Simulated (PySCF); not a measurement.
# A diatomic session: SrC−

Aim: find the lowest electronic state of SrC−, scan its bond at several levels of theory, and get bond length, wavenumber and dissociation energy from each curve.

Method: Sr def2-SVPD with ECP28, C def2-SVPD, scalar-relativistic core potentials; program: PySCF 2.14.0.

2 further runs of the same task are left out: 2 set aside as unsound or not needed.

## (1) The job

A driver script around PySCF takes these settings:

```yaml
atoms: Sr, C
charge: -1
basis: Sr def2-SVPD with ECP28, C def2-SVPD
Hamiltonian: scalar-relativistic core potentials
basis_functions: 46
electrons_treated: 17
masses_in_u: 87.9056, 12.0000
levels: PBE0, PBE, r²SCAN, B3LYP, BHandHLYP, M06, ωB97X, HF, MP2, SCS-MP2, CCSD, CCSD(T)
grid: 80 radial by 434 angular points
occupations: held fixed by the projection of orbital angular momentum
dissociation_limit: Sr + C−, each in its ground configuration
starting_distance_in_angstrom: 2.520
values_of_2S_to_try: 1, 3
```

Started as:

```bash
> OMP_NUM_THREADS=1 python dia.py task.json out
```

The runs that follow: First curve: PBE0; Other states along the same grid; PBE (GGA); r²SCAN; B3LYP (global hybrid GGA); BHandHLYP; M06 (hybrid meta-GGA); ωB97X; ROHF (mean field); Adding correlation.

Q: Predict the outcome of this session. Wanted: for each run, Re; ωe; De; μ.

**Answer**, as computed:

Lowest PBE0 solution found, without spin–orbit coupling: ⁴Σ⁻ (quartet), unpaired electrons σ ↑, π ↑↑. State 2 has its PBE0 minimum 0.69 eV higher, as a spin-mixed determinant (⟨S²⟩ = 1.76), so this is no gap between pure states. The other levels ran on the lowest alone.

```tsv
level	Re (Å)	ωe (cm⁻¹)	De (eV)	μ (D)
ROHF	2.630	347	2.22	0.60
ROHF-MP2	2.567	367	2.49	n/a
ROHF-SCS-MP2	2.574	364	2.43	n/a
ROHF-CCSD	2.570	367	2.56	n/a
ROHF-CCSD(T)	2.568	367	2.61	n/a
PBE	2.543	352	2.82	-0.70
r²SCAN	2.550	361	2.73	-0.03
B3LYP	2.568	347	2.54	-0.82
PBE0	2.550	357	2.64	-0.13
M06	2.546	362	2.57	-1.23
BHandHLYP	2.574	352	2.40	-0.42
ωB97X	2.578	354	2.43	-0.41
```

De is counted to Sr + C− in their ground configurations. A positive dipole points from Sr to C; in an ion it is taken about the centre of mass and does not tell which atom is negative.

Differences from CCSD(T) in the same basis:

```tsv
level	Re (mÅ)	ωe (%)
ROHF	+62	-5.6
ROHF-MP2	-1	-0.1
ROHF-SCS-MP2	+6	-0.7
ROHF-CCSD	+2	0.0
PBE	-25	-4.0
r²SCAN	-18	-1.6
B3LYP	0	-5.4
PBE0	-18	-2.7
M06	-22	-1.5
BHandHLYP	+6	-4.0
ωB97X	+10	-3.6
```

In words: Judged by CCSD(T) in the same basis: best bond length B3LYP (0 mÅ), worst ROHF (+62 mÅ); best wavenumber ROHF-CCSD (0.0 %), worst ROHF (-5.6 %). CCSD(T) in a basis this small is itself some way from its limit, more so than the functionals. Of the levels with a De here, ROHF gives the least (2.22 eV) and PBE the most (2.82 eV).

Correlated steps freeze 1 core orbital. With some functionals the highest level of the anion is positive, from self-interaction error or because the anion is truly unbound there; the finite basis then holds the extra electron, and no neutral molecule was run to test the binding. Spin–orbit coupling is left out.
